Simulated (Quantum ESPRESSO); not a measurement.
Crystal: SiO.

```xyz
2
Lattice="2.8070 0.0000 0.0000 0.0000 2.8070 0.0000 0.0000 0.0000 2.8070" Properties=species:S:1:pos:R:3 pbc="T T T"
Si    0.0000    0.0000    0.0000
O     1.4035    1.4035    1.4035
```

The cell was built by a generator and needn't be a form met in nature.

* Program: Quantum ESPRESSO 7.5
* Task: energy-loss spectrum
* Functional: PBE
* Potentials or basis: GBRV 1.5 PBE
* Cutoff: 612 eV
* Density cutoff: 4898 eV
* k mesh: 6 × 6 × 6, shifted
* Occupations: fermi-dirac, width 0.05 eV
* Spin: no spin polarisation
* Iterations: 300
* Mixing beta: 0.5
* Most SCF iterations: 120
* SCF threshold: 4e-10 Ry

The first run showed a gap, so the response started from a second, tighter run with fixed occupations.

Loss function by the Lanczos method: adiabatic TDDFT, q = (1.000, 0.000, 0.000) Å⁻¹, 300 iterations, broadening 0.41 eV, up to 40 eV.

Question: Where does the loss function peak?

Answer: The main peak lies at 21.4 eV with height 1.59; further maxima at 12.8, 34.6 eV.

Energy-loss function at q = [1.0, 0.0, 0.0] (Å⁻¹, cartesian):
```tsv
energy (eV)	loss
0.0	0.000
1.8	0.009
3.4	0.044
5.2	0.093
7.0	0.152
8.6	0.240
10.4	0.425
12.2	0.618
13.8	0.621
15.6	0.659
17.4	0.867
19.0	1.158
20.8	1.536
22.4	1.459
24.2	0.872
26.0	0.587
27.6	0.536
29.4	0.533
31.2	0.520
32.8	0.564
34.6	0.651
36.4	0.515
38.0	0.354
39.8	0.286
```

Spectra converge slowly with the k mesh, and this one (6 × 6 × 6) leaves small humps uncertain. From two thirds of the Lanczos chain to all of it the curve moves by up to 10 % of its peak.

Caveat: the gap on the mesh is small and may close between mesh points, in which case fixed occupations spoil the response.
